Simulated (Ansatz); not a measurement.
# InRh (Pm-3m): single point from an input typed as a dict

Wanted for InRh (Pm-3m): a single point from an input typed as a dict.

Program: the Python package of Ansatz 0.2.0. Level of theory: DFT LDA, plane waves, PAW. These are calculated values, not measurements.

## Step 1: Starting point

It takes space group Pm-3m (No. 221, cubic). The conventional cell has a = 3.196 Å, b = 3.196 Å, c = 3.196 Å, α = 90.00°, β = 90.00°, γ = 90.00°. Around In (site symmetry m-3m) lie 8 Rh at 2.77 Å. Around Rh (site symmetry m-3m) lie 8 In at 2.77 Å.

No structure file is read: the coordinates are typed or built in the script.

## Step 2: The code

The input, deck_inrh.py:

```python
# -*- coding: utf-8 -*-
"""InRh from an input typed as a mapping."""

import json
import warnings

import ansatz as az
import numpy as np

warnings.simplefilter("ignore", az.DeckWarning)

settings = {
    "crystal": {
        "lattice": [[3.196, 0.0, 0.0], [0.0, 3.196, 0.0], [0.0, 0.0, 3.196]],
        "atoms": [
            {"symbol": "In", "position": [0.5, 0.5, 0.5]},
            {"symbol": "Rh", "position": [0.0, 0.0, 0.0]},
        ],
    },
    "kpoints": {"mp_grid": {"kspacing": 0.3}},
    "hamiltonian": {"xc": "lda"},
    "scf": {"occupations": {"method": "fermi_dirac", "width": 0.001}},
    "basis": {"ecutwfc": "510 eV"},
    "output": {"forces": True, "stress": True, "eigenvalues": True},
    "accuracy": "low",
}

outcome = az.Session.from_dict(settings).plan(threads=1).execute()
data = outcome.report

for key in ("converged", "n_iterations", "n_electrons", "n_kpoints", "n_pw", "n_symmetry_ops", "free_energy_ev", "fermi_energy_ev"):
    print(f"{key:18s} {data[key]}")

gap = None if "band_edges_ev" not in data else data["band_edges_ev"][1] - data["band_edges_ev"][0]
print("gap on the k mesh:", "withheld (metal, or smearing too wide to tell)" if gap is None else f"{gap:.3f} eV")
print("lowest empty less highest filled band, by band count:", round(data["gap_by_band_count_ev"], 3), "eV")

fermi = data["fermi_energy_ev"]
print("levels less the Fermi level (eV) at the first k-points")
for k, levels in list(zip(data["kpoints_frac"], data["eigenvalues_ev"]))[:3]:
    print("k = ({:.3f}, {:.3f}, {:.3f})".format(*k))
    print("   ", " ".join(f"{e - fermi:.3f}" for e in levels))

# forces, one row an atom
forces = np.array(data["forces_ev_ang"])
norms = np.linalg.norm(forces, axis=1)
print("largest force {:.4f} eV/A on atom {}".format(norms.max(), norms.argmax()))
print(np.array2string(forces, precision=4, suppress_small=True))

keep = ["free_energy_ev", "energy_sigma0_ev", "fermi_energy_ev", "n_iterations", "converged", "magnetization_mub", "n_kpoints"]
with open("inrh.json", "w") as handle:
    json.dump({key: data[key] for key in keep}, handle, indent=1)

terms = data["components"]
print({name: round(terms[name], 3) for name in ("e_kinetic", "e_hartree", "e_xc", "e_local", "e_nonlocal")})
```

## Step 3: The calls as engine input

The package turns the script's settings into the engine's input:

```yaml
crystal:
  lattice:
    - [3.196, 0.0, 0.0]
    - [0.0, 3.196, 0.0]
    - [0.0, 0.0, 3.196]
  atoms:
    - { symbol: In, position: [0.5, 0.5, 0.5] }
    - { symbol: Rh, position: [0.0, 0.0, 0.0] }
kpoints:
  mp_grid:
    kspacing: 0.3
hamiltonian:
  xc: lda
scf:
  occupations:
    method: fermi_dirac
    width: 0.001
basis:
  ecutwfc: "510 eV"
output:
  forces: true
  stress: true
  eigenvalues: true
accuracy: low
```

## Step 4: The run

On the command line:

```
$ python deck_inrh.py
```

Q: Predict the main results. Wanted: free energy; gap on the mesh; pressure; largest force.

The runs gave:

| quantity | value |
| --- | --- |
| free energy | -11736.6794 eV (-5868.3397 eV/atom) |
| gap on the mesh | none |
| pressure | -5.82 GPa |
| largest force | 0.000 eV/Å |

Filled and empty levels meet on the mesh: no gap at this level. The pressure of -5.8 GPa means that the cell would shrink if relaxed at this level. All forces vanish by symmetry. Notes:
- The energy terms are those on the plane-wave grid, with the one-centre PAW part apart; the terms shown are only some of the summands, so they needn't add up to F.
- The mesh is modest for a metal, so energies can be off by several to tens of meV an atom and pressures by half a GPa or more; differences at equal mesh fare better.
- Only differences from the Fermi energy are physical; the zero of the scale is a convention.
- At these settings the cell as given stands under about -6 GPa, so it isn't at this functional's equilibrium volume.
- Levels are Kohn-Sham eigenvalues on this mesh, without spin-orbit coupling.
